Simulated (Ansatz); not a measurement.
WC, space group Fm-3m: an equation of state with a fit, run with Ansatz 0.2.0, Python API.

Script `eos_wc.py`:
```python
"""Energy against volume for WC, with a fit."""

import ansatz as az
import numpy as np
from scipy.optimize import curve_fit

VECTORS = np.array([
    [0.0, 2.19268, 2.19268],
    [2.19268, 0.0, 2.19268],
    [2.19268, 2.19268, 0.0],
])
SITES = [
    ("W", [0.0, 0.0, 0.0]),
    ("C", [0.5, 0.5, 0.5]),
]


def make_crystal(cell):
    crystal = az.Crystal(lattice=az.Lattice.of(cell))
    for symbol, position in SITES:
        crystal = crystal.atom(symbol, position)
    return crystal

def vinet(v, e0, v0, b0, b1):
    eta = (v / v0) ** (1 / 3)
    return e0 + 2 * b0 * v0 / (b1 - 1) ** 2 * (2 - (5 + 3 * b1 * (eta - 1) - 3 * eta) * np.exp(-1.5 * (b1 - 1) * (eta - 1)))

# uniform scaling of the cell
volumes, energies, pressures = [], [], []
for scale in np.linspace(0.95, 1.07, 5):
    cell = VECTORS * scale ** (1 / 3)
    base = make_crystal(cell).calculation()
    base = base.occupations("methfessel_paxton").functional(az.Functional.PBESOL)
    base = base.basis(500).kpoints(11, 11, 11)
    base = base.stress()
    report = base.run().report
    volumes.append(abs(np.linalg.det(cell)) / len(SITES))
    energies.append(report["free_energy_ev"] / len(SITES))
    pressures.append(np.trace(report["stress_gpa"]) / 3)
    print(f"V = {volumes[-1]:8.4f} A^3/atom  F = {energies[-1]:.5f} eV/atom  P = {pressures[-1]:8.3f} GPa")

guess = (min(energies), volumes[int(np.argmin(energies))], 0.5, 4.5)
(e0, v0, b0, b1), _ = curve_fit(vinet, np.array(volumes), np.array(energies), p0=guess, maxfev=20000)
print(f"Vinet fit: V0 = {v0:.4f} A^3/atom, B0 = {160.21766 * b0:.1f} GPa, B1 = {b1:.2f}")
print("largest residual", round(1000 * float(np.abs(vinet(np.array(volumes), e0, v0, b0, b1) - energies).max()), 3), "meV/atom")
```

Its results, one of them left out:

| V (Å³/atom) | F less the lowest row shown (meV/atom) |
| --- | --- |
| 10.015 | 6.62 |
| 10.331 | 0.00 |
| 10.647 | 16.25 |
| 10.964 | ? |
| 11.280 | 104.03 |

What is the missing energy at 10.964 Å³ an atom?

A third-order Birch-Murnaghan fit, E = E0 + (9 V0 B0 / 16) [(t - 1)³ B' + (t - 1)² (6 - 4t)] with t = (V0/V)^(2/3), through the 4 rows shown gives V0 = 10.257 Å³, B0 = 389.6 GPa, B' = 4.34 and E0 = -0.64 meV. At V = 10.964 Å³, t = 0.95657, and the fit interpolates to 51.90 meV. The run gave 51.91 meV, a miss of 0.00 meV.

Caveats:
- For a metal this k-point mesh is coarse: on a finer one energies can move by several to tens of meV an atom and pressures by half a GPa or more, differences at one mesh by less.
- Pressure is positive in compression.
- Spin-orbit coupling, which matters for elements this heavy, is left out.
- This cell is a computed structure, which may not be the phase found in nature.
- It ran for 8.3 s on 1 thread of Intel(R) Xeon(R) Processor @ 2.30GHz (shared host), peak memory 0.53 GiB.
